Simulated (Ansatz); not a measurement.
# CH₅AlSn: small, medium and large basis sets

How large a basis does CH₅AlSn need? Two functionals are run in growing sets.

Computed with Ansatz 0.2.0, Gaussian basis. Level: one geometry, several basis sets.

Plan: PBE0-D4/def2-SVP; ωB97M-V/def2-SVP; PBE0-D4/def2-QZVPP; ωB97M-V/def2-QZVPP; the functionals' def2-TZVPP values are taken from earlier runs.

### Step 1. The relaxed structure

An earlier PBE0-D4 in a triple-zeta def2 set relaxation fixed the geometry. Sn takes the def2 core potential; no spin-orbit term is included.

SMILES `[CH2]1[AlH][SnH2]1`, 8 atoms, charge 0, spin multiplicity 1.

Atoms are counted from 1 here; the program's logs count them from 0.

Bond lengths: C1–Al2 1.925 Å, C1–Sn3 2.260 Å, C1–H4 1.092 Å, C1–H5 1.092 Å, Al2–Sn3 2.543 Å, Al2–H6 1.585 Å, Sn3–H7 1.709 Å, Sn3–H8 1.709 Å. Angles: Al2–C1–Sn3 74.4°, Al2–C1–H4 119.9°, Al2–C1–H5 120.7°, Sn3–C1–H4 113.3°, Sn3–C1–H5 114.8°, H4–C1–H5 109.4°, C1–Al2–Sn3 58.8°, C1–Al2–H6 145.2°, Sn3–Al2–H6 155.9°, C1–Sn3–Al2 46.8°, C1–Sn3–H7 110.7°, C1–Sn3–H8 111.0°, Al2–Sn3–H7 125.9°, Al2–Sn3–H8 125.4°, H7–Sn3–H8 108.2°.

### Step 2. PBE0-D4 in def2-SVP

in.yaml

```yaml
crystal:
  periodic: [false, false, false]
  atoms:
    - {symbol: C, position_ang: [-0.827511, 0.226223, -0.522341]}
    - {symbol: Al, position_ang: [-0.030228, 1.312379, 0.852147]}
    - {symbol: Sn, position_ang: [0.994209, -0.914895, 0.175558]}
    - {symbol: H, position_ang: [-1.765688, -0.297679, -0.327247]}
    - {symbol: H, position_ang: [-0.797770, 0.540466, -1.567524]}
    - {symbol: H, position_ang: [-0.129838, 2.673383, 1.657561]}
    - {symbol: H, position_ang: [0.549192, -2.448789, 0.783120]}
    - {symbol: H, position_ang: [2.099733, -1.148090, -1.106973]}
basis:
  gaussian: {orbitals: def2-SVP}
hamiltonian: {xc: pbe0, dispersion: d4}
output: {orbitals: {seedname: orbitals}}
```

Started as:

```console
> ansatz run in.yaml --threads 2 --pin off --events-out ev --progress --plain --max-ram 4352MiB
```

The runs that follow: ωB97M-V in def2-SVP; PBE0-D4 in def2-QZVPP; ωB97M-V in def2-QZVPP.

Before running them: what should the planned runs give, taken together? Wanted: PBE0-D4: double and triple zeta above quadruple; ωB97M-V: double and triple zeta above quadruple.

The runs gave:

| quantity | value |
| --- | --- |
| PBE0-D4: double and triple zeta above quadruple | 4.13, 0.31 eV |
| ωB97M-V: double and triple zeta above quadruple | 4.23, 0.31 eV |

**Reading.** PBE0-D4 gains 3.82 eV from double to triple zeta, then 0.31 eV more. These are total energies; as a rule much of such shifts cancels in differences, which this series doesn't test.
